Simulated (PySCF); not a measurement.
# The bond of CoO, level by level

One table from this session's results is given with a row withheld; the runs are named, their logs left out.

Method: Co def2-TZVPP, O def2-TZVPP, no relativity; program: PySCF 2.14.0.

Set-up of the first run:

A driver script around PySCF takes these settings:

* atoms: Co, O
* charge: 0
* basis: Co def2-TZVPP, O def2-TZVPP
* Hamiltonian: no relativity
* basis functions: 95
* electrons treated: 35
* masses in u: 58.9332, 15.9949
* levels: PBE0, PBE, r²SCAN, revPBE, r²SCAN0, B3LYP, r²SCANh, CAM-B3LYP, HF, MP2, SCS-MP2
* grid: 80 radial by 434 angular points
* occupations: held fixed by the projection of orbital angular momentum
* dissociation limit: Co + O, each in its ground configuration
* starting distance in angstrom: 1.670
* values of 2S to try: 1, 3, 5, 7

Launch:

```
OMP_NUM_THREADS=1 python dia.py task.json out
```

Among the steps run: Set-up; PBE0 along the bond; Higher solutions at PBE0; PBE (GGA); r²SCAN; revPBE (GGA); r²SCAN0 (hybrid meta-GGA); B3LYP; r²SCANh (hybrid meta-GGA); CAM-B3LYP (range-separated hybrid); UHF (mean field).

One table of the session follows, with a row left open; its other results are not shown here.

It belongs to the step «The curves together». Energy (eV) from each level's lowest point:

```
R (Å)    UHF  UHF-MP2  UHF-SCS-MP2    PBE  revPBE
1.388  2.274    1.158        1.384  1.651   1.723
1.453  1.243    0.443        0.601  0.768   0.817
1.517  0.575    0.097        0.187  0.267   0.295
1.566  0.264    0.000        0.043  0.075   0.088
1.614  0.081    0.000        0.000  0.000   0.000
1.662      ?        ?            ?      ?       ?
1.727  0.010    0.254        0.159  0.136   0.107
1.808  0.146    0.604        0.438  0.397   0.349
1.905  0.393    1.177        0.925  0.799   0.732
2.034  0.749    2.073        1.719  1.394   1.303
```

**Question.** Estimate the row for R (Å) = 1.662.

Worked estimate for «UHF». A straight line through the neighbours (1.614, 0.081) and (1.727, 0.010) gives 0.081 + (0.010 − 0.081) × (1.662 − 1.614) / (1.727 − 1.614) = 0.051; a parabola fitted to 4 rows on both sides gives 0.011.

**Answer.** UHF: 0.000; UHF-MP2: 0.072; UHF-SCS-MP2: 0.031; PBE: 0.015; revPBE: 0.002. In «UHF» the line misses by +0.051 and the parabola by +0.011.

To keep in mind: The state is the lowest single determinant that the PBE0 search found; with open d or f shells the true ground state can be another one.
